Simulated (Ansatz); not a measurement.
# BGaGeH: the cost of one run

Program: Ansatz 0.2.0, Gaussian basis. Level of theory: the settings change from run to run. These are calculated values, not measurements.

37 further runs of the same task are left out: 1 for a known fault of the program, 2 for a mislabelled method, 17 that didn't finish, 17 set aside as unsound or not needed.

## Step 1: The geometry

The geometry is a PBE0/def2-TZVP stationary point (not a proven minimum). No spin-orbit coupling is included. The filled d shell of Ge, Ga may be among the frozen orbitals whatever the setting's name suggests; the logs give the count.

4 atoms, charge 0, spin multiplicity 2.

Atoms are counted from 1 here; the program's logs count them from 0.

Bond lengths: B1–Ge2 1.894 Å, B1–Ga3 1.989 Å, Ge2–Ga3 2.532 Å, Ga3–H4 1.555 Å. Angles: Ge2–B1–Ga3 81.4°, B1–Ge2–Ga3 51.0°, B1–Ga3–Ge2 47.7°, B1–Ga3–H4 159.5°, Ge2–Ga3–H4 152.8°.

## Step 2: CCSD on ROHF/cc-pVDZ

The input, in.yaml:

```yaml
crystal:
  periodic: [false, false, false]
  atoms:
    - {symbol: B, position_ang: [0.000000, -1.370482, 0.096984]}
    - {symbol: Ge, position_ang: [0.000000, 0.130907, 1.251342]}
    - {symbol: Ga, position_ang: [0.000000, 0.065420, -1.279968]}
    - {symbol: H, position_ang: [0.000000, 0.739999, -2.681488]}
basis:
  gaussian: {orbitals: cc-pVDZ}
magnetization: {spin_polarized: false, initial_magnetization: 1}
correlation: {method: ccsd, electrons: outside_noble_gas}
output: {forces: true}
```

Run with:

```
ansatz run in.yaml --threads 1 --pin off --events-out ev --progress --plain --max-ram 2393MiB
```

**Question.** How long does this run take on 1 thread of AMD EPYC, shared host, and how much memory does it need?

About 77 s, with a peak of 0.25 GiB.
